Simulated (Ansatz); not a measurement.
# TiCl4: geometry at several levels

One table from this session's results is given with a row withheld; the runs are named, their logs left out.

Method: the levels named in each step, in Ansatz 0.2.0.

## Starting point

Bond lengths: Cl1–Ti2 2.111 Å, Ti2–Cl3 2.111 Å, Ti2–Cl4 2.111 Å, Ti2–Cl5 2.111 Å. Angles: Cl1–Ti2–Cl3 109.5°, Cl1–Ti2–Cl4 109.5°, Cl1–Ti2–Cl5 109.5°, Cl3–Ti2–Cl4 109.5°, Cl3–Ti2–Cl5 109.5°, Cl4–Ti2–Cl5 109.5°.

As a file:

```xyz
5

Cl    1.8265   -0.7774    0.7187
Ti   -0.0002    0.0003    0.0002
Cl   -1.0201   -1.4929   -1.0898
Cl   -1.1905    0.6197    1.6295
Cl    0.3840    1.6510   -1.2584
```

The first run:

File input.yaml:

```yaml
crystal:
  periodic: [false, false, false]
  atoms:
    - { symbol: Cl, position_ang: [1.87979953, -0.79993059, 0.73955404] }
    - { symbol: Ti, position_ang: [-7.339e-05, 0.00014738, 6.226e-05] }
    - { symbol: Cl, position_ang: [-1.05000367, -1.53640213, -1.1213461] }
    - { symbol: Cl, position_ang: [-1.22555769, 0.63768232, 1.67715344] }
    - { symbol: Cl, position_ang: [0.39546523, 1.69925302, -1.29511364] }
basis:
  gaussian: { orbitals: STO-3G }
hamiltonian:
  xc: hf
relax:
  f_tol: 0.002
  max_steps: 150
```

On the command line:

```sh
$ ansatz run input.yaml --threads 4 --pin off --max-ram 10240MiB --backend cpu --events-out ev --progress --plain --runs-dir out
```

Steps of the session up to this table: Relaxation, HF/STO-3G; Relaxation, HF/def2-SVP; Relaxation, LDA/def2-SVP; Relaxation, PBE-D4/def2-SVP.

One table of the session follows, with a row left open; its other results are not shown here.

| level | Cl1–Ti2 (Å) | Ti2–Cl3 (Å) | Ti2–Cl4 (Å) |
| --- | --- | --- | --- |
| HF/STO-3G | 2.1669 | 2.1669 | 2.1669 |
| HF/def2-SVP | ? | ? | ? |
| LDA/def2-SVP | 2.1406 | 2.1406 | 2.1406 |
| PBE-D4/def2-SVP | 2.1725 | 2.1725 | 2.1725 |

**Question.** Estimate the row for HF/def2-SVP.

**Answer.** Cl1–Ti2 (Å): 2.1682; Ti2–Cl3 (Å): 2.1682; Ti2–Cl4 (Å): 2.1682. In the column «Cl1–Ti2 (Å)» it lies between HF/STO-3G (2.1669) and PBE-D4/def2-SVP (2.1725).
